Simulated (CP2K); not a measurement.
NiMoIrPdW:

```xyz
5
Lattice="2.7662 0.0000 0.0000 -1.3831 2.3956 0.0000 0.0000 0.0000 11.0229" Properties=species:S:1:pos:R:3 pbc="T T T"
Ni    0.0000    1.5971    6.5820
Mo    0.0000    0.0000    4.5276
Pd    1.3831    0.7985    8.7654
Ir    1.3831    0.7985    2.2002
W     0.0000    1.5971   10.9936
```

The cell was built by a generator and needn't be a form met in nature.

Base run:

* Program: CP2K 2026.2
* Functional: vdW-DF-cx
* Potentials or basis: GTH_POTENTIALS Ni GTH-PBE-q18, Pd GTH-PBE-q18, Ir GTH-PBE-q17, W GTH-PBE-q14; POTENTIAL_UZH Mo GTH-PBE-q14; TZVP-MOLOPT-SR-GTH, TZVP-MOLOPT-PBE-GTH basis
* Density cutoff: 13606 eV
* k mesh: 11 × 11 × 3
* Occupations: fermi-dirac, width 0.05 eV
* Spin: collinear spin, ferromagnetic start
* Starting moments: [1.0, 1.0, 0.0, 0.6, 0.0] μB

Its results: pressure -7.4 GPa.

Question: After a change of settings the same cell gave: pressure -13.4 GPa. Which change was it?
A. functional from vdW-DF-cx to RPBE
B. functional from vdW-DF-cx to LDA
C. functional from vdW-DF-cx to PBEsol

Answer: B.

Caveats: the potentials were made for another functional, which shifts forces and pressure; the basis of atomic orbitals isn't converged, which shifts pressures, moduli and gaps; the total moment is fixed, so each spin has its own Fermi level.

Runs at the PBE level aren't shown here.
